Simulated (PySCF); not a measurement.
**A diatomic session: AlTe+**

One job finds the state of AlTe+, follows it along the bond with each method and fits the curves.

Method: Al def2-SVPD, Te def2-SVPD with ECP28, scalar-relativistic core potentials; program: PySCF 2.14.0.

**1. The job**

Settings of the job:

```json
{"atoms": "Al, Te", "charge": "1", "basis": "Al def2-SVPD, Te def2-SVPD with ECP28", "Hamiltonian": "scalar-relativistic core potentials", "basis functions": "59", "electrons treated": "36", "masses in u": "26.9815, 129.9062", "levels": "PBE0, PBE, r²SCAN, BHandHLYP, TPSS, LDA, HF, MP2, SCS-MP2, CCSD, CCSD(T)", "grid": "80 radial by 434 angular points", "occupations": "held fixed by the projection of orbital angular momentum", "dissociation limit": "Al+ + Te, each in its ground configuration", "starting distance in angstrom": "2.615", "values of 2S to try": "0, 2"}
```

Run with:

```sh
$ OMP_NUM_THREADS=1 python dia.py task.json out
```

Further steps of the session: The PBE0 curve of the state that the search chose; Excited determinants; PBE; r²SCAN (meta-GGA); BHandHLYP (global hybrid GGA); TPSS (meta-GGA); LDA; UHF (mean field); Adding correlation.

**Question.** What will these runs give? Wanted: for each run, Re; ωe; De; μ.

**Answer**, as computed:

Lowest PBE0 solution found, without spin–orbit coupling: ³Σ⁻ (triplet), unpaired electrons π ↑↑. State 4 has its PBE0 minimum 0.38 eV higher, as a spin-mixed determinant (⟨S²⟩ = 1.01), so this is no gap between pure states. The other levels ran on the lowest alone.

```tsv
level	Re (Å)	ωe (cm⁻¹)	De (eV)	μ (D)
UHF	3.286	120.3	0.61	-7.81
UHF-MP2	3.195	136.9	0.77	n/a
UHF-SCS-MP2	3.212	133.6	0.74	n/a
UHF-CCSD	3.184	137.3	0.77	n/a
UHF-CCSD(T)	3.171	140.8	0.81	n/a
LDA	3.068	169.1	1.23	-5.84
PBE	3.127	157.1	1.10	-6.04
TPSS	3.134	154.0	1.07	-6.03
r²SCAN	3.127	156.2	1.04	-6.09
PBE0	3.114	158.8	1.01	-6.20
BHandHLYP	3.173	143.6	0.81	-6.88
```

De is counted to Al+ + Te in their ground configurations. A positive dipole points from Al to Te; in an ion it is taken about the centre of mass and does not tell which atom is negative.

Bond lengths run from 3.068 Å (LDA) to 3.286 Å (UHF). CCSD(T) can't serve as the judge here: for a weak bond in this basis it is far from its limit. Among the levels with a De in the table, it runs from 0.61 eV (UHF) to 1.23 eV (LDA).

Correlated steps freeze 9 core orbitals. These are scalar-relativistic numbers at best; spin–orbit coupling would shift them, the dissociation energy most. With spin–orbit coupling the term label itself may not hold.
